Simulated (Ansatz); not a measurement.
# C₂H₆ClFSeSn: one species, many methods

An exercise on one series of results from a longer session: the logs are not shown, and one member is left open.

Program: Ansatz 0.2.0, Gaussian basis. Level of theory: functionals in def2-TZVPP, the program's frozen cores in correlated methods. These are calculated values, not measurements.

Plan: LDA (SPW92), PBE-D4, revPBE-D4, BLYP-D4, r2SCAN-D4, B97M-V, PBE0-D4, B3LYP-D4, r2SCANh-D4, r2SCAN0-D4, HSE06-D4, BHLYP-D4, CAM-B3LYP-D4, LC-ωPBE, ωB97X-V, ωB97M-V, B2PLYP, PBE-QIDH; CCSD(T)/def2-SVP; CCSD(T)/def2-TZVPP; MP2/def2-QZVPP; extrapolation to the limit; RPA on PBE.

1 further run of the same task is left out (set aside as unsound or not needed).

### The relaxed structure

An earlier PBE0-D4 in a triple-zeta def2 set relaxation fixed the geometry. Sn takes the def2 core potential; no spin-orbit term is included.

SMILES `C[Se][Sn]([CH3])([F])[Cl]`, 12 atoms, charge 0, spin multiplicity 1.

Atoms are counted from 1 here; the program's logs count them from 0.

Bond lengths: C1–Se2 1.962 Å, C1–H7 1.089 Å, C1–H8 1.087 Å, C1–H9 1.087 Å, Se2–Sn3 2.491 Å, Sn3–C4 2.117 Å, Sn3–F5 1.923 Å, Sn3–Cl6 2.328 Å, C4–H10 1.089 Å, C4–H11 1.089 Å, C4–H12 1.089 Å. Angles: Se2–C1–H7 105.5°, Se2–C1–H8 110.1°, Se2–C1–H9 110.1°, H7–C1–H8 109.9°, H7–C1–H9 110.0°, H8–C1–H9 111.1°, C1–Se2–Sn3 95.8°, Se2–Sn3–C4 120.0°, Se2–Sn3–F5 107.0°, Se2–Sn3–Cl6 108.7°, C4–Sn3–F5 107.4°, C4–Sn3–Cl6 110.9°, F5–Sn3–Cl6 101.2°, Sn3–C4–H10 109.3°, Sn3–C4–H11 109.2°, Sn3–C4–H12 107.8°, H10–C4–H11 110.3°, H10–C4–H12 110.1° and more.

Set-up of the first run:

Input file in.yaml:

```yaml
crystal:
  periodic: [false, false, false]
  atoms:
    - {symbol: C, position_ang: [-0.392844, -0.697893, 2.566650]}
    - {symbol: Se, position_ang: [0.764092, -1.338639, 1.117274]}
    - {symbol: Sn, position_ang: [-0.002100, 0.326898, -0.568743]}
    - {symbol: C, position_ang: [0.760133, 0.261252, -2.542239]}
    - {symbol: F, position_ang: [0.394690, 2.068650, 0.142803]}
    - {symbol: Cl, position_ang: [-2.329803, 0.363539, -0.577775]}
    - {symbol: H, position_ang: [-0.221398, -1.378933, 3.398403]}
    - {symbol: H, position_ang: [-1.434985, -0.742964, 2.259539]}
    - {symbol: H, position_ang: [-0.111509, 0.313218, 2.849447]}
    - {symbol: H, position_ang: [0.407335, -0.643484, -3.035074]}
    - {symbol: H, position_ang: [1.848729, 0.271452, -2.506693]}
    - {symbol: H, position_ang: [0.394659, 1.141705, -3.069390]}
basis:
  gaussian: {orbitals: def2-TZVPP}
hamiltonian: {xc: lda}
output: {orbitals: {seedname: orbitals}}
```

Among the steps run: LDA; PBE-D4 (GGA); revPBE-D4 (GGA); BLYP-D4 (GGA); r2SCAN-D4 (meta-GGA); B97M-V (meta-GGA); PBE0-D4 (hybrid); B3LYP-D4 (hybrid); r2SCANh-D4 (hybrid); r2SCAN0-D4 (hybrid); HSE06-D4 (hybrid); BHLYP-D4 (hybrid); CAM-B3LYP-D4 (range-separated); LC-ωPBE (range-separated); ωB97X-V (range-separated); ωB97M-V (range-separated); B2PLYP (double hybrid); PBE-QIDH (double hybrid).

One of the session's tables, all rows but one given; the rest of the session is left out.

It belongs to the step «Frontier levels by functional». 

```
  functional  HOMO (eV)  LUMO (eV)  gap (eV)
 LDA (SPW92)      -6.08      -2.73      3.34
      PBE-D4      -5.93      -2.42      3.50
   revPBE-D4      -5.87      -2.31      3.56
     BLYP-D4      -5.76      -2.36      3.40
   r2SCAN-D4      -6.20      -2.22      3.98
      B97M-V          ?          ?         ?
     PBE0-D4      -7.10      -1.54      5.56
    B3LYP-D4      -6.86      -1.83      5.03
  r2SCANh-D4      -6.63      -1.90      4.73
  r2SCAN0-D4      -7.27      -1.42      5.85
    HSE06-D4      -6.70      -1.91      4.79
    BHLYP-D4      -8.11      -0.59      7.52
CAM-B3LYP-D4      -8.39      -0.57      7.82
     LC-ωPBE      -9.76       0.65     10.40
     ωB97X-V      -9.41       0.53      9.94
     ωB97M-V      -9.27       0.39      9.66
```

Estimate the missing values for B97M-V.

The run gave: HOMO (eV): -6.28; LUMO (eV): -2.13; gap (eV): 4.15. In the column «HOMO (eV)» it lies between r2SCANh-D4 (-6.63) and r2SCAN-D4 (-6.20).
